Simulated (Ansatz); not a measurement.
**GeH₃NaS (SMILES [Na][S][GeH3]): functionals against CCSD(T) at one geometry**

How do the functionals fare away from a minimum? The structure is a structure displaced at random from a GFN2-xTB minimum.

Computed with Ansatz 0.2.0, Gaussian basis. Level: single points in def2-TZVPP.

Cores are frozen in the correlated methods. Filled d shells of the heavier atoms are correlated. The outer core shell of Li, Na, Mg and K is correlated.

## (1) Where the work starts

SMILES `[Na][S][GeH3]`, 6 atoms, charge 0, spin multiplicity 1.

Atoms are counted from 1 here; the program's logs count them from 0.

Bond lengths: Na1–S2 2.643 Å, S2–Ge3 2.080 Å, Ge3–H4 1.629 Å, Ge3–H5 1.680 Å, Ge3–H6 1.736 Å. Angles: Na1–S2–Ge3 109.5°, S2–Ge3–H4 111.8°, S2–Ge3–H5 118.0°, S2–Ge3–H6 114.7°, H4–Ge3–H5 103.9°, H4–Ge3–H6 98.8°, H5–Ge3–H6 107.4°.

Geometry (Å):

```xyz
6
charge 0, multiplicity 1
Na   -0.0105   -2.6426    1.7543
S     1.2077   -1.0591    0.0240
Ge   -0.0002    0.5844   -0.3822
H    -1.3624    0.1542   -1.1641
H     0.6363    1.8178   -1.3293
H    -0.7185    1.3210    1.0160
```

## (2) CCSD(T)/def2-TZVPP

run/in.yaml

```yaml
crystal:
  periodic: [false, false, false]
  atoms:
    - {symbol: Na, position_ang: [-0.010500, -2.642600, 1.754300]}
    - {symbol: S, position_ang: [1.207700, -1.059100, 0.024000]}
    - {symbol: Ge, position_ang: [-0.000200, 0.584400, -0.382200]}
    - {symbol: H, position_ang: [-1.362400, 0.154200, -1.164100]}
    - {symbol: H, position_ang: [0.636300, 1.817800, -1.329300]}
    - {symbol: H, position_ang: [-0.718500, 1.321000, 1.016000]}
basis:
  gaussian: {orbitals: def2-TZVPP}
correlation: {method: ccsd_t}
output: {forces: true}
```

No record of the launch command was kept for these runs.

## (3) PBE0-D4/def2-TZVPP

run/in.yaml, as its differences from that of step 2:

```diff
@@ -11,3 +11,3 @@
   gaussian: {orbitals: def2-TZVPP}
-correlation: {method: ccsd_t}
-output: {forces: true}
+hamiltonian: {xc: pbe0, dispersion: d4}
+output: {forces: true, orbitals: {seedname: orbitals}}
```

## (4) wB97M-V/def2-TZVPP

run/in.yaml, as its differences from that of step 3:

```diff
@@ -11,3 +11,3 @@
   gaussian: {orbitals: def2-TZVPP}
-hamiltonian: {xc: pbe0, dispersion: d4}
-output: {forces: true, orbitals: {seedname: orbitals}}
+hamiltonian: {xc: {name: wB97M-V}}
+output: {forces: true}
```

## (5) r2SCAN-D4/def2-TZVPP

run/in.yaml, as its differences from that of step 4:

```diff
@@ -11,3 +11,3 @@
   gaussian: {orbitals: def2-TZVPP}
-hamiltonian: {xc: {name: wB97M-V}}
+hamiltonian: {xc: r2scan, dispersion: d4}
 output: {forces: true}
```

## (6) PBE-D4/def2-TZVPP

run/in.yaml, as its differences from that of step 5:

```diff
@@ -11,3 +11,3 @@
   gaussian: {orbitals: def2-TZVPP}
-hamiltonian: {xc: r2scan, dispersion: d4}
+hamiltonian: {xc: pbe, dispersion: d4}
 output: {forces: true}
```

## (7) revPBE-D4/def2-TZVPP

run/in.yaml, as its differences from that of step 6:

```diff
@@ -11,3 +11,3 @@
   gaussian: {orbitals: def2-TZVPP}
-hamiltonian: {xc: pbe, dispersion: d4}
+hamiltonian: {xc: {name: revPBE}, dispersion: d4}
 output: {forces: true}
```

## (8) HSE06-D4/def2-TZVPP

run/in.yaml, as its differences from that of step 7:

```diff
@@ -11,3 +11,3 @@
   gaussian: {orbitals: def2-TZVPP}
-hamiltonian: {xc: {name: revPBE}, dispersion: d4}
+hamiltonian: {xc: hse06, dispersion: d4}
 output: {forces: true}
```

(Steps that only read results are left out.)

What does the calculation give? Wanted: energy less free atoms, CCSD(T)/def2-TZVPP; RMS force component; RMS force error; HOMO and LUMO, PBE0-D4; T1 diagnostic.

As calculated:

| quantity | value |
| --- | --- |
| energy less free atoms, CCSD(T)/def2-TZVPP | -1384.6 kJ/mol |
| RMS force component | 1.136 to 1.219 eV/Å over the methods |
| RMS force error | PBE0-D4 0.072, wB97M-V 0.034, r2SCAN-D4 0.084, PBE-D4 0.138, revPBE-D4 0.169, HSE06-D4 0.071 eV/Å |
| HOMO and LUMO, PBE0-D4 | -5.56 and -2.03 eV |
| T1 diagnostic | 0.011 |

In words: Against CCSD(T) the functionals' energies less atoms differ by -37.6 to +8.3 kJ/mol, PBE-D4 by -17.0 kJ/mol. A larger basis would deepen the CCSD(T) value, while the functionals are nearly converged already, so the order here is not reliable. For forces wB97M-V does best and revPBE-D4 worst. Frozen-core CCSD(T) forces in triple zeta carry basis errors of their own, and this is one geometry, so small gaps rank nothing.
